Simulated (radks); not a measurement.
# In²⁺ in [Kr] 4d8 5s1 6s2: an all-electron calculation

What are the levels of the indium ion In2+, how large are its shells, and how does its energy divide?

Program: radks (a radial shooting solver on a logarithmic mesh, Libxc functionals) version 1. Level of theory: Dirac Kohn-Sham, SOGGA, spin-unpolarised, spherical densities, point nucleus; open shells are shared between the two j in proportion to 2j + 1. These are calculated values, not measurements, unless marked.

## 1. Starting point

| Quantity | Value |
| --- | --- |
| element | indium (Z = 49) |
| charge | +2 |
| electrons | 47 |
| configuration | [Kr] 4d8 5s1 6s2 |

The outer shells:

In²⁺
```
[Kr] core
4d [↑↓][↑↓][↑↓][↑ ][↑ ]
5s [↑ ]
6s [↑↓]
```

## 2. Self-consistent calculation

Settings of this run:

```text
Z 49
configuration [Kr] 4d8 5s1 6s2
relativity Dirac
functional sogga,pbe
spin unpolarised
j_filling average
nucleus point
c 137.035999084
```

**Question.** What will this run give?

The runs gave:

| quantity | value |
| --- | --- |
| total energy | -5876.66899 hartree |
| exchange-correlation share of it | 2.64 % |
| −T/E | 1.0508 |
| highest occupied level | 6s1/2, -12.804 eV |
| most extended occupied level | 6s1/2, <r> = 4.45 bohr |
| radius at density 0.001 e/bohr³ | 5.57 bohr |
| maxima of the radial density | 5 |

**Reading.** The radial density shows 5 maxima for 6 occupied principal shells; where shells overlap, one shows as a shoulder or not at all. Relativity lifts −T/E to 1.051. This is not the tabulated ground configuration, so its levels and sizes aren't those of the ground state, and no measured value stands beside it.
